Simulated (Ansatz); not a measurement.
# CH6AlGeSb: rigid scan of one bond length, by script

How does the energy of CH6AlGeSb change as one bond is stretched? Aim: a rigid scan of one bond length, for CH6AlGeSb, run from a script. SMILES: [CH3][Sb]1[AlH][GeH2]1.

Program: Ansatz 0.2.0, driven from Python. Level of theory: r2SCAN/def2-SVP. These are calculated values, not measurements.

## 1. Starting point

Bond lengths: C1–Sb2 2.104 Å, Sb2–Al3 2.685 Å, Sb2–Ge4 2.549 Å, Al3–Ge4 2.542 Å, C1–H5 1.112 Å, C1–H6 1.137 Å, C1–H7 1.147 Å, Al3–H8 1.558 Å, Ge4–H9 1.624 Å, Ge4–H10 1.492 Å. Angles (14 of 18 angles, heavy atoms first): C1–Sb2–Al3 90.6°, C1–Sb2–Ge4 93.5°, Al3–Sb2–Ge4 58.0°, Sb2–Al3–Ge4 58.3°, Sb2–Ge4–Al3 63.7°, Sb2–C1–H5 113.3°, Sb2–C1–H6 113.2°, Sb2–C1–H7 109.7°, Sb2–Al3–H8 151.9°, Ge4–Al3–H8 149.5°, Sb2–Ge4–H9 115.3°, Sb2–Ge4–H10 120.2°, Al3–Ge4–H9 110.1°, Al3–Ge4–H10 114.2°.

No structure file is read: the coordinates are typed or built in the script.

## 2. The script

scan_ch6algesb.py

```python
'''Stretching a bond of CH6AlGeSb, the rest held rigid.'''

import warnings

import ansatz as az
from ase import Atoms
import matplotlib.pyplot as plt
import numpy as np


def main() -> None:
    warnings.simplefilter('ignore', az.DeckWarning)

    atoms = Atoms(['C', 'Sb', 'Al', 'Ge', 'H', 'H', 'H', 'H', 'H', 'H'], positions=[
        (-1.0441, 0.9293, -1.0662),
        (0.8851, 0.1332, -1.3341),
        (0.2622, -1.9694, 0.2149),
        (1.3897, 0.1017, 1.1643),
        (-1.8374, 0.1516, -1.0075),
        (-1.1229, 1.6192, -0.1663),
        (-1.312, 1.6022, -1.9561),
        (-0.2668, -3.4212, 0.4142),
        (0.3457, 0.9285, 2.0939),
        (2.7836, -0.1261, 1.6459),
    ])
    mol = az.Crystal.molecule_from_ase(atoms)

    symbols = [site.symbol for site in mol.cartesian_sites]
    start = np.array([site.position_ang for site in mol.cartesian_sites])
    axis = (start[9] - start[3]) / np.linalg.norm(start[9] - start[3])
    moving = [9]
    lengths, energies = [1.313, 1.373, 1.433, 1.492, 1.552, 1.612, 1.671, 1.761], []
    for length in lengths:
        xyz = start.copy()
        xyz[moving] += (length - np.linalg.norm(start[9] - start[3])) * axis
        point = az.Crystal.molecule()
        for symbol, place in zip(symbols, xyz):
            point = point.atom(symbol, place.tolist())
        job = (
            point.calculation()
            .basis(gaussian='def2-SVP')
            .functional('r2SCAN')
        )
        data = job.run(threads=1, backend='cpu').report
        energies.append(data['free_energy_ev'])
        print(f'r = {length:6.3f} A  E = {energies[-1]:.5f} eV  <S^2> = {abs(data["mean_field"]["state"]["spin_squared"]):.3f}')

    # quartic fit about the minimum
    fit = np.polynomial.Polynomial.fit(lengths, np.array(energies) - min(energies), 4).convert()
    roots = [r.real for r in fit.deriv().roots() if abs(r.imag) < 1e-9 and fit.deriv(2)(r.real) > 0]
    r_e = min(roots, key=lambda r: abs(r - lengths[int(np.argmin(energies))]))
    print(f'minimum of the fit at {r_e:.4f} A, force constant {fit.deriv(2)(r_e):.2f} eV/A^2')
    plt.figure(figsize=(4.5, 3))
    plt.plot(lengths, np.array(energies) - min(energies), 'o-')
    plt.xlabel('bond length (A)')
    plt.ylabel('E - E(min) (eV)')
    plt.tight_layout()
    plt.savefig('scan.png', dpi=100)


if __name__ == '__main__':
    main()
```

## 3. Launch

On the command line:

```console
$ python scan_ch6algesb.py
```

The program printed:

```text
r =  1.313 A  E = -70777.00023 eV  <S^2> = 0.000
r =  1.373 A  E = -70777.29718 eV  <S^2> = 0.000
r =  1.433 A  E = -70777.47368 eV  <S^2> = 0.000
r =  1.492 A  E = -70777.55594 eV  <S^2> = 0.000
r =  1.552 A  E = -70777.56786 eV  <S^2> = 0.000
r =  1.612 A  E = -70777.52440 eV  <S^2> = 0.000
r =  1.671 A  E = -70777.44082 eV  <S^2> = 0.000
r =  1.761 A  E = -70777.25800 eV  <S^2> = 0.000
minimum of the fit at 1.5325 A, force constant 16.69 eV/A^2
```

Wall time 52 s (1 thread of Intel Xeon at 2.60GHz (Ice Lake), shared host); peak memory 0.31 GiB.

## 4. The runs side by side

From the records of these 8 runs:

```
run  distance (Å)  energy from run 5 (eV)  SCF cycles  CPU time (s)
  1          1.31                  0.5676          19           6.5
  2          1.37                  0.2707          19           6.3
  3          1.43                  0.0942          19           6.2
  4          1.49                  0.0119          19           6.1
  5          1.55                  0.0000          19             6
  6          1.61                  0.0435          19             6
  7          1.67                  0.1270          19           6.5
  8          1.76                  0.3099          19           6.3
```

## 5. Outcome

| quantity | value |
| --- | --- |
| bond length at the fit's minimum | 1.5325 Å |
| runs compared | 8 |
| range of energy | 0.568 eV |
| lowest point, distance (Å) | 1.55 |

The curve has its lowest point inside the range, at 1.55. The ends stand 0.568 and 0.31 eV above it. The distance scanned is the script's pair 3, 9. Caveats:
- The rest of the molecule is held rigid at a force-field or estimated start geometry, and the basis set is modest; single-reference methods fail as a bond breaks.
- def2 sets replace the cores of elements past krypton by effective core potentials.
- The orbitals are restricted, so S² is zero by construction.
